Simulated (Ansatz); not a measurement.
**MoCl+ (septet): from Hartree-Fock to the top rungs, def2-TZVPP**

One table from this session's results is given with a row withheld; the runs are named, their logs left out.

Computed with Ansatz 0.2.0, Gaussian basis. Level: def2-TZVPP, core rule «outside noble gas», up to 9 orbitals frozen.

To be run: UHF; ROHF; CCSD(T) on UHF.

### The geometry

The geometry is a PBE0/def2-TZVP stationary point (not a proven minimum) of the parent state, kept for this charge and spin. No spin-orbit coupling is included. Elements past krypton take def2 core potentials.

2 atoms, charge 1, spin multiplicity 7.

Atoms are counted from 1 here; the program's logs count them from 0.

Bond lengths: Mo1–Cl2 2.281 Å.

Geometry (Å):

```xyz
2
charge 1, multiplicity 7
Mo    0.0000    0.0000    0.0000
Cl    0.0000    0.0000    2.2806
```

The first run:

File in.yaml:

```yaml
crystal:
  periodic: [false, false, false]
  atoms:
    - {symbol: Mo, position_ang: [0.000000, 0.000000, 0.000000]}
    - {symbol: Cl, position_ang: [0.000000, 0.000000, 2.280600]}
basis:
  gaussian: {orbitals: def2-TZVPP}
total_charge: 1
magnetization: {spin_polarized: true, initial_magnetization: 6}
hamiltonian: {xc: hf}
output: {orbitals: {seedname: orbitals}}
```

Started as:

```console
$ ansatz run in.yaml --threads 1 --pin off --events-out ev --progress --plain --max-ram 4096MiB --backend cpu
```

Steps of the session up to this table: UHF; ROHF; CCSD(T) on UHF.

One table of the session follows, with a row left open; its other results are not shown here.

```
  method  from UCCSD(T) (kJ/mol)
    ROHF                  +742.5
     UHF                  +718.0
    UMP2                       ?
   UCCSD                   +23.3
UCCSD(T)                       0
```

Estimate the missing values for UMP2.

As computed: from UCCSD(T) (kJ/mol): +98.9. In the column «from UCCSD(T) (kJ/mol)» it lies between UCCSD (+23.3) and UHF (+718.0).
